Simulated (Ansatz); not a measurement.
**C₃H₆BCl: one species, many methods**

One table from this session's results is given with a row withheld; the runs are named, their logs left out.

The runs use Ansatz 0.2.0, Gaussian basis; functionals in def2-TZVPP, the program's frozen cores in correlated methods.

The runs, in order: PBE-D4, r2SCAN-D4, PBE0-D4, B3LYP-D4, ωB97X-V, ωB97M-V, B2PLYP; CCSD(T)/def2-TZVPP; MP2/def2-QZVPP; extrapolation to the limit.

### The relaxed structure

An earlier PBE0-D4 in a triple-zeta def2 set relaxation fixed the geometry.

SMILES `B/C(C)=C/Cl`, 11 atoms, charge 0, spin multiplicity 1.

Atoms are counted from 1 here; the program's logs count them from 0.

Bond lengths: B1–C2 1.532 Å, B1–H6 1.197 Å, B1–H7 1.197 Å, C2–C3 1.499 Å, C2–C4 1.343 Å, C3–H8 1.089 Å, C3–H9 1.094 Å, C3–H10 1.094 Å, C4–Cl5 1.714 Å, C4–H11 1.082 Å. Angles: C2–B1–H6 119.5°, C2–B1–H7 120.9°, H6–B1–H7 119.6°, B1–C2–C3 124.1°, B1–C2–C4 114.0°, C3–C2–C4 121.9°, C2–C3–H8 111.0°, C2–C3–H9 111.2°, C2–C3–H10 111.2°, H8–C3–H9 108.4°, H8–C3–H10 108.4°, H9–C3–H10 106.6°, C2–C4–Cl5 124.1°, C2–C4–H11 123.0°, Cl5–C4–H11 112.9°.

The first run:

in.yaml

```yaml
crystal:
  periodic: [false, false, false]
  atoms:
    - {symbol: B, position_ang: [0.119331, 0.847298, 1.379632]}
    - {symbol: C, position_ang: [0.097514, 0.060525, 0.065068]}
    - {symbol: C, position_ang: [-1.114241, -0.633699, -0.478637]}
    - {symbol: C, position_ang: [1.275447, 0.039460, -0.579344]}
    - {symbol: Cl, position_ang: [1.539533, -0.763798, -2.069995]}
    - {symbol: H, position_ang: [1.135114, 1.370029, 1.737785]}
    - {symbol: H, position_ang: [-0.865519, 0.946285, 2.053159]}
    - {symbol: H, position_ang: [-1.972073, -0.492262, 0.177790]}
    - {symbol: H, position_ang: [-1.373805, -0.256997, -1.472245]}
    - {symbol: H, position_ang: [-0.937977, -1.707735, -0.588801]}
    - {symbol: H, position_ang: [2.161976, 0.533994, -0.203811]}
basis:
  gaussian: {orbitals: def2-TZVPP}
hamiltonian: {xc: pbe, dispersion: d4}
output: {forces: true, orbitals: {seedname: orbitals}}
```

On the command line:

```bash
$ ansatz run in.yaml --threads 4 --pin off --events-out ev --progress --plain --max-ram 10444MiB
```

Steps of the session up to this table: PBE-D4 (GGA); r2SCAN-D4 (meta-GGA); PBE0-D4 (hybrid); B3LYP-D4 (hybrid); ωB97X-V (range-separated); ωB97M-V (range-separated); B2PLYP (double hybrid); CCSD(T) in def2-TZVPP; MP2 in def2-QZVPP.

One of the session's tables, all rows but one given; the rest of the session is left out.

```
            method  atomisation energy (kJ/mol)
            PBE-D4                       4377.4
         r2SCAN-D4                       4296.1
           PBE0-D4                       4311.9
          B3LYP-D4                       4274.5
           ωB97X-V                       4264.7
           ωB97M-V                       4280.1
            B2PLYP                       4229.8
     HF/def2-TZVPP                       3218.3
    MP2/def2-TZVPP                       4234.0
   CCSD/def2-TZVPP                            ?
CCSD(T)/def2-TZVPP                       4154.4
           MP2/CBS                       4327.5
       CCSD(T)/CBS                       4247.9
```

Estimate the missing values for CCSD/def2-TZVPP.

The run gave: atomisation energy (kJ/mol): 4089.2. In the column «atomisation energy (kJ/mol)» it lies between HF/def2-TZVPP (3218.3) and CCSD(T)/def2-TZVPP (4154.4).

To keep in mind: Free atoms (1 B, 3 C, 1 Cl, 6 H) were run apart at each level; the atomisation energy is their sum less the molecule, without zero-point or spin-orbit terms.
